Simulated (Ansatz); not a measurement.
# CH6FPSeSi: the cost of one run

All numbers below are computed with Ansatz 0.2.0 (RKS PBE-D4/def2-SVP).

1 further run of the same task is left out (it didn't finish).

### 1 Starting point

Bond lengths: F1–C2 1.313 Å, C2–Si3 1.876 Å, Si3–Se4 2.352 Å, Se4–P5 2.252 Å, C2–H6 1.111 Å, C2–H7 1.132 Å, Si3–H8 1.413 Å, Si3–H9 1.407 Å, P5–H10 1.479 Å, P5–H11 1.450 Å. Angles (14 of 16 angles, heavy atoms first): F1–C2–Si3 108.7°, C2–Si3–Se4 107.1°, Si3–Se4–P5 91.4°, F1–C2–H6 108.9°, F1–C2–H7 109.7°, Si3–C2–H6 110.9°, Si3–C2–H7 110.5°, C2–Si3–H8 108.5°, C2–Si3–H9 109.4°, Se4–Si3–H8 109.8°, Se4–Si3–H9 109.7°, Se4–P5–H10 91.5°, Se4–P5–H11 91.2°, H6–C2–H7 108.0°.

Coordinates:

```xyz
11

F    -1.4719    2.2801    0.1367
C    -0.5539    1.3875    0.4295
Si   -1.2344   -0.3202    0.0553
Se    0.4186   -1.8761    0.6725
P     1.6941   -1.3035   -1.0933
H    -0.2893    1.4823    1.5045
H     0.3795    1.5850   -0.1801
H    -2.3951   -0.5220    0.8348
H    -1.4956   -0.4288   -1.3233
H     2.2596   -0.1498   -0.3601
H     2.7538   -2.1916   -0.6560
```

### 2 End point A

input.yaml reads:

```yaml
crystal:
  periodic: [false, false, false]
  atoms:
    - { symbol: F, position_ang: [-1.4719, 2.2801, 0.1367] }
    - { symbol: C, position_ang: [-0.5539, 1.3875, 0.4295] }
    - { symbol: Si, position_ang: [-1.2344, -0.3202, 0.0553] }
    - { symbol: Se, position_ang: [0.4186, -1.8761, 0.6725] }
    - { symbol: P, position_ang: [1.6941, -1.3035, -1.0933] }
    - { symbol: H, position_ang: [-0.2893, 1.4823, 1.5045] }
    - { symbol: H, position_ang: [0.3795, 1.585, -0.1801] }
    - { symbol: H, position_ang: [-2.3951, -0.522, 0.8348] }
    - { symbol: H, position_ang: [-1.4956, -0.4288, -1.3233] }
    - { symbol: H, position_ang: [2.2596, -0.1498, -0.3601] }
    - { symbol: H, position_ang: [2.7538, -2.1916, -0.656] }
basis:
  gaussian: { orbitals: def2-SVP }
hamiltonian:
  xc: pbe
  dispersion: d4
relax:
  f_tol: 0.015
  max_steps: 40
output:
  orbitals: {}
```

Launch:

```sh
> ansatz run input.yaml --threads 2 --pin off --max-ram 3072MiB --backend cpu --events-out ev --progress --plain --runs-dir out
```

Q: Estimate wall time and peak memory on 2 threads of Intel Xeon 6975P-C (Granite Rapids), shared host.

About 24 s, with a peak of 0.21 GiB.
